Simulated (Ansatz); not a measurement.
Ag-Zn mixtures: a scan of ordered alloys across composition, run with the Ansatz DFT code, driven from Python.

The script, `ag.py`:
```python
from collections import Counter
import warnings

import ansatz as az
import numpy as np
import pandas as pd


def fcc(A, a):
    return (
        az.Lattice.fcc(a)
        .space_group(225)
        .atom(A, (0, 0, 0))
        .primitive()
    )

A_FIRST, A_LAST = 4.09, 3.94


def solve(name, crystal):
    calc = (
        crystal.calculation()
        .functional("lda")
        .basis(520)
        .kpoints(spacing=0.27)
        .occupations("gaussian", width=0.1)
        .band_table()
    )
    calc = calc.relax(force_tolerance=0.01, max_steps=40, cell=True)
    return calc.run(threads=1, pin="off")


def volume_per_atom(outcome):
    return abs(np.linalg.det(outcome.lattice.cell_ang)) / len(outcome.lattice.sites)


def counts(outcome):
    return Counter(site.symbol for site in outcome.lattice.sites)

warnings.simplefilter("ignore")

phases = {}
for k in range(4 + 1):
    a = A_FIRST + (A_LAST - A_FIRST) * k / 4
    cell = fcc("Ag", a).conventional().resolved()
    sites = [site.position for site in cell.sites if site.symbol == "Ag"]
    for position in sites[:k]:
        cell = cell.substitution("Zn", at=position, replaces="Ag")
    phases[f"Ag{4 - k}Zn{k}"] = cell.resolved()

done = {}
for name, crystal in phases.items():
    done[name] = solve(name, crystal)
    print(f"{name}: {done[name].report['energy_sigma0_ev']:.4f} eV, {len(done[name].lattice.sites)} atoms")

# x is the share of the second element on the mixed sites; both end members stand on this same lattice
x = {name: counts(o)["Zn"] / (counts(o)["Ag"] + counts(o)["Zn"]) for name, o in done.items()}
first, last = min(x, key=x.get), max(x, key=x.get)
energy = {name: o.report["energy_sigma0_ev"] / len(o.lattice.sites) for name, o in done.items()}
volume = {name: volume_per_atom(o) for name, o in done.items()}
rows = []
for name in sorted(done, key=x.get):
    line = lambda table: (1 - x[name]) * table[first] + x[name] * table[last]
    rows.append((name, x[name], 1000 * (energy[name] - line(energy)), volume[name], 100 * (volume[name] / line(volume) - 1)))
print(pd.DataFrame(rows, columns=["cell", "x(Zn)", "E_mix (meV/atom)", "V (A^3/atom)", "excess V (%)"]).round(4).to_string(index=False))
```

Do these ordered cells favour mixing or separation, and does the volume follow a straight line between the end members?

Mixing energies: -55 meV an atom at x(Zn) = 0.25 (volume -0.4 % off the straight line), -87 meV an atom at x(Zn) = 0.50 (volume -0.7 % off the straight line) and -51 meV an atom at x(Zn) = 0.75 (volume -1.1 % off the straight line). All are negative, so these cells are favoured over the separated end members on this lattice.

The output:

```console
$ python ag.py
Ag4Zn0: -29832.5872 eV, 4 atoms
Ag3Zn1: -25620.8789 eV, 4 atoms
Ag2Zn2: -21409.0744 eV, 4 atoms
Ag1Zn3: -17197.0030 eV, 4 atoms
Ag0Zn4: -12984.8691 eV, 4 atoms
  cell  x(Zn)  E_mix (meV/atom)  V (A^3/atom)  excess V (%)
Ag4Zn0   0.00            0.0000       16.0269        0.0000
Ag3Zn1   0.25          -55.3237       15.3264       -0.3624
Ag2Zn2   0.50          -86.5616       14.6323       -0.7137
Ag1Zn3   0.75          -51.0866       13.9334       -1.1315
Ag0Zn4   1.00            0.0000       13.4481        0.0000
```

What to keep in mind:
- Absolute energies stand on the zero of these potentials, so only differences at equal settings mean something.
- These are small ordered cells, with both end members on the same lattice, which need not be their own; they aren't random solutions. Differences under about 40 meV an atom lie within the error of mesh and functional.
- The cells are prototypes set up for this calculation and needn't exist.
- Wall time of the script: 56 s on 1 thread of Intel(R) Xeon(R) 6975P-C (Granite Rapids), with other jobs on the host, peak memory 0.54 GiB.
